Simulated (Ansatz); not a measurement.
**FH2O2Si: rigid torsion scan, by script**

Computed with Ansatz 0.2.0, driven from Python. The levels of theory stand in the script.

## 1. Starting point

Bond lengths: O1–Si2 1.709 Å, Si2–O3 1.734 Å, Si2–F4 1.695 Å, Si2–H5 1.483 Å, O3–H6 0.975 Å. Angles: O1–Si2–O3 110.7°, O1–Si2–F4 111.4°, O1–Si2–H5 107.4°, O3–Si2–F4 109.9°, O3–Si2–H5 109.8°, F4–Si2–H5 107.5°, Si2–O3–H6 104.8°.

No structure file is read: the coordinates are typed or built in the script.

## 2. The script

torsion.py reads:

```python
"""Rigid torsion scan of FH2O2Si."""

import ansatz as az
from ase import Atoms


def main() -> None:
    atoms = Atoms(["O", "Si", "O", "F", "H", "H"], positions=[
        [-1.0488, -1.4594, 0.1196],
        [0.0964, -0.2025, 0.2951],
        [-0.3751, 1.1891, -0.6264],
        [0.3024, 0.2251, 1.9219],
        [1.3965, -0.7158, -0.1999],
        [-0.3293, 0.8995, -1.5564],
    ])

    # relax first, so that the scan starts from a minimum
    first = (
        az.Crystal.molecule_from_ase(atoms).calculation()
        .basis(gaussian="6-31G*")
        .spin("collinear", total=1)
        .functional("pbe0")
        .relax(force_tolerance=0.02, max_steps=80)
    )
    atoms.positions = first.run(threads=1, pin="off").report["positions_ang"]

    start = atoms.get_dihedral(0, 1, 2, 5)
    energies = {}
    for turn in range(0, 360, 40):
        turned = atoms.copy()
        turned.set_dihedral(0, 1, 2, 5, start + turn, indices=[2, 5])
        base = (
            az.Crystal.molecule_from_ase(turned).calculation()
            .basis(gaussian="6-31G*")
            .correlation("MP2")
            .spin("collinear", total=1)
        )
        energies[round((start + turn) % 360)] = base.run(threads=1, pin="off").report["free_energy_ev"]
    floor = min(energies.values())
    print("dihedral O0-Si1-O2-H5 (deg)   E - E(min) (eV)")
    for angle, e in sorted(energies.items()):
        print(f"{angle:8d} {(e - floor):14.3f}  " + "#" * int(30 * (e - floor) / max(max(energies.values()) - floor, 1e-9)))


if __name__ == "__main__":
    main()
```

## 3. What the engine is handed

The engine receives this input (first run):

```yaml
crystal:
  periodic: [false, false, false]
  atoms:
    - { symbol: O, position_ang: [-1.0488, -1.4594, 0.1196] }
    - { symbol: Si, position_ang: [0.0964, -0.2025, 0.2951] }
    - { symbol: O, position_ang: [-0.3751, 1.1891, -0.6264] }
    - { symbol: F, position_ang: [0.3024, 0.2251, 1.9219] }
    - { symbol: H, position_ang: [1.3965, -0.7158, -0.1999] }
    - { symbol: H, position_ang: [-0.3293, 0.8995, -1.5564] }
basis:
  gaussian:
    orbitals: "6-31G*"
hamiltonian:
  xc: pbe0
magnetization:
  spin_polarized: true
  initial_magnetization: 1.0
relax:
  f_tol: 0.02
  max_steps: 80
```

## 4. Launch

Started as:

```bash
python torsion.py
```

Q: Estimate wall time and peak memory on 1 thread of AMD EPYC 9R45 (Zen 5), shared host.

About 28 s, with a peak of 0.25 GiB.
